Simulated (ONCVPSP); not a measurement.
# An ONCV potential for aluminium, from input to tests

Do these settings give a usable potential? It is generated, then checked for transferability, scattering, ghosts and hardness.

Program: ONCVPSP 4.0.1. Reference atom: LDA (Perdew-Wang 92), scalar-relativistic, spherical and spin-unpolarised. All values are calculated.

## (1) The atom and the settings

Typed settings, in words:

- element: aluminium (Al, Z = 13)
- type: optimised norm-conserving Vanderbilt (ONCV)
- frozen core: [Ne]
- valence charge: 3
- reference configuration: 3s2 3p1
- partial waves: 3s: rc 2.30 bohr, ncon 4, nbas 7, qcut 3.3 1/bohr, 2 projectors, debl 0.9 Ha; 3p: rc 2.10 bohr, ncon 3, nbas 7, qcut 4 1/bohr, 2 projectors, debl 3.6 Ha; d scattering state at 0.07 Ha: rc 1.75 bohr, ncon 3, nbas 7, qcut 5.5 1/bohr, 1 projector
- local potential: polynomial inside 1.50 bohr (lpopt 5, dvloc0 0 Ha)
- core correction: Teter function fitted to the true core (icmod 2), fcfact 0.55

The nodes and maxima of the atom's own shells, from an earlier all-electron run, set the scale for the radii.

All-electron outer shells of the reference configuration (LDA (PZ), scalar-relativistic, ld1.x):

| shell | level (eV) | outermost node (bohr) | outermost maximum (bohr) |
| --- | --- | --- | --- |
| 2s | -107.50 | 0.17 | 0.50 |
| 2p | -69.71 | – | 0.43 |
| 3s | -7.84 | 0.80 | 2.06 |
| 3p | -2.79 | 0.82 | 2.64 |

## (2) Generating the potential

Al.dat reads:

```
# ATOM AND REFERENCE CONFIGURATION
# atsym  z   nc   nv     iexc    psfile
  Al 13.00    3    2  -001012      upf
#
#   n    l    f
    1    0    2.00
    2    0    2.00
    2    1    6.00
    3    0    2.00
    3    1    1.00
#
# PSEUDOPOTENTIAL AND OPTIMIZATION
# lmax
    2
#
#   l,   rc,      ep,       ncon, nbas, qcut
    0    2.30    0.00    4    7    3.30
    1    2.10    0.00    3    7    4.00
    2    1.75    0.07    3    7    5.50
#
# LOCAL POTENTIAL
# lloc, lpopt,  rc(5),   dvloc0
    4    5    1.50    0.00
#
# VANDERBILT-KLEINMAN-BYLANDER PROJECTORs
# l, nproj, debl
    0    2    0.90
    1    2    3.60
    2    1    2.90
#
# MODEL CORE CHARGE
# icmod, fcfact, rcfact
    2    0.55    0.75
#
# LOG DERIVATIVE ANALYSIS
# epsh1, epsh2, depsh
   -2.00    5.00    0.02
#
# OUTPUT GRID
# rlmax, drl
    6.00    0.01
#
# TEST CONFIGURATIONS
# ncnf
    4
# nvcnf
#   n    l    f
    2
    3    0    2.00
    3    1    0.00
#
    2
    3    0    1.00
    3    1    0.00
#
    2
    3    0    2.00
    3    1    0.50
#
    2
    3    0    1.00
    3    1    2.00
#
```

Started as:

```bash
$ oncvpsp.x < Al.dat > Al.out
```

What does the calculation give? Wanted: cutoffs for 1 and 0.1 mHa per electron, occupied waves; bound ghosts; GHOST(+) flags; largest test error; largest phase difference near zero energy, channels read; rms error of d²Exc/dn², without and with the model core.

**Answer**, as computed:

| quantity | value |
| --- | --- |
| cutoffs for 1 and 0.1 mHa per electron, occupied waves | 5.0 Ha and 16 Ha |
| bound ghosts | none found |
| GHOST(+) flags | s at 96 eV |
| largest test error (AE − PS) | +12 meV, for 3s1 3p0 |
| largest phase difference near zero energy, channels read | 0.002 rad |
| rms error of d²Exc/dn², without and with the model core | 3.37 and 0.44 mHa |

**Reading.** By total energies transferability is good: the largest error is 12 meV on 25.2 eV, for 3s1 3p0. The potential is soft on the atom at that tolerance: the looser tolerance needs 5.0 Ha. The tighter tolerance needs 16 Ha, and converged work needs a cutoff nearer that. At the looser tolerance the 3s wave is the slowest; 3p needs 2 Ha. It is free of bound ghosts as far as tested. Near zero energy the phases of the channels with partial waves agree within 0.002 rad. The program also flags highly localised states, GHOST(+) (s). These are tests on the free atom; a crystal test is still owed.
